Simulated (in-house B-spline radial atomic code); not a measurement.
# Ga¹¹⁺: density, ELF and screening along the radius

Aim: the shell structure of Ga¹¹⁺ in the radial density, the electron localisation function and the screened nuclear charge, under several settings.

Method: several methods, spin-polarised, as named in each step; spherical all-electron atom at the radial basis limit. Code: in-house B-spline radial atomic code version 1.

## 1. The atom as given

* element: gallium (Z = 31)
* charge: +11
* electrons: 20
* configuration: [Ne] 3s2 3p5 3d2 4s1
* nucleus: point (non-relativistic runs) or finite (X2C runs)

The outer shells:

[Ne] 3s2 3p5 3d2 4s1
```
[Ne] core
3s [↑↓]
3p [↑↓][↑↓][↑ ]
3d [↑ ][↑ ][  ][  ][  ]
4s [↑ ]
```

Where spins are not typed, each open shell is filled with up spins first.

## 2. Hartree-Fock, non-rel., [Ne] 3s2 3p5 3d2 4s1

Input settings:

```ini
Z = 31
electrons = 20.0
configuration = [Ne] 3s2 3p5 3d2 4s1
hamiltonian = nr
method = hf
spin_polarised = True
```

Launch:

```sh
$ python run_scf.py task.json out
```

The settings of every run stand in task.json; they run in order.

## 3. Hartree-Fock, X2C, [Ne] 3s2 3p5 3d2 4f1

Input settings:

```ini
Z = 31
electrons = 20.0
configuration = [Ne] 3s2 3p5 3d2 4f1
hamiltonian = x2c
method = hf
spin_polarised = True
nucleus = fermi
rms_radius = 3.9973
mass_number = 69
atomic_mass = 68.925573528
speed_of_light = 137.035999084
```

## 4. PBE, X2C, [Ne] 3s2 3p5 3d3

The settings differ from step 3 so:

```diff
@@ -2,5 +2,5 @@
 electrons = 20.0
-configuration = [Ne] 3s2 3p5 3d2 4f1
+configuration = [Ne] 3s2 3p5 3d3
 hamiltonian = x2c
-method = hf
+method = pbe,pbe
 spin_polarised = True
```

## 5. PBE, non-rel., [Ne] 3s2 3p5 3d2 4d1

Input settings:

```ini
Z = 31
electrons = 20.0
configuration = [Ne] 3s2 3p5 3d2 4d1
hamiltonian = nr
method = pbe,pbe
spin_polarised = True
```

**Question.** How large is the system in each run, where do the shell borders lie, and what is the highest level?

**Answer**, as computed:

| run | total energy (hartree) | highest level (eV) | radius holding 50 / 90 / 99 % (bohr) | radius at n = 0.001 (bohr) | ELF minima on the full grid (bohr) |
| --- | --- | --- | --- | --- | --- |
| Hartree-Fock, non-rel., [Ne] 3s2 3p5 3d2 4s1 | -1866.2052 | -194.94 | 0.315 / 0.844 / 1.62 | 2.27 | 0.071, 0.32, 1.2 |
| Hartree-Fock, X2C, [Ne] 3s2 3p5 3d2 4f1 | -1882.8633 | -128.28 | 0.313 / 0.838 / 1.76 | 2.49 | 0.074, 0.34 |
| PBE, X2C, [Ne] 3s2 3p5 3d3 | -1890.5187 | -300.30 | 0.308 / 0.767 / 1.14 | 1.67 | 0.080, 0.32 |
| PBE, non-rel., [Ne] 3s2 3p5 3d2 4d1 | -1865.2895 | -147.00 | 0.314 / 0.844 / 1.75 | 2.44 | 0.074, 0.34, 1.3 |

In the first run ELF has 3 minima on the grid, which mark the borders between shells. On the record's full grid the screened charge (r times the electrostatic potential) falls from 30.9 near the nucleus to 11.00 at 4.5 bohr; far out it tends to the net charge, 11. The radius that holds 99 % of the electrons runs from 1.14 bohr (PBE, X2C, [Ne] 3s2 3p5 3d3) to 1.76 bohr (Hartree-Fock, X2C, [Ne] 3s2 3p5 3d2 4f1). The grid is coarse (about 21 % a step), so the places of minima are rough. For X2C runs ELF uses the non-relativistic kinetic energy density, and the fields carry no picture-change correction.
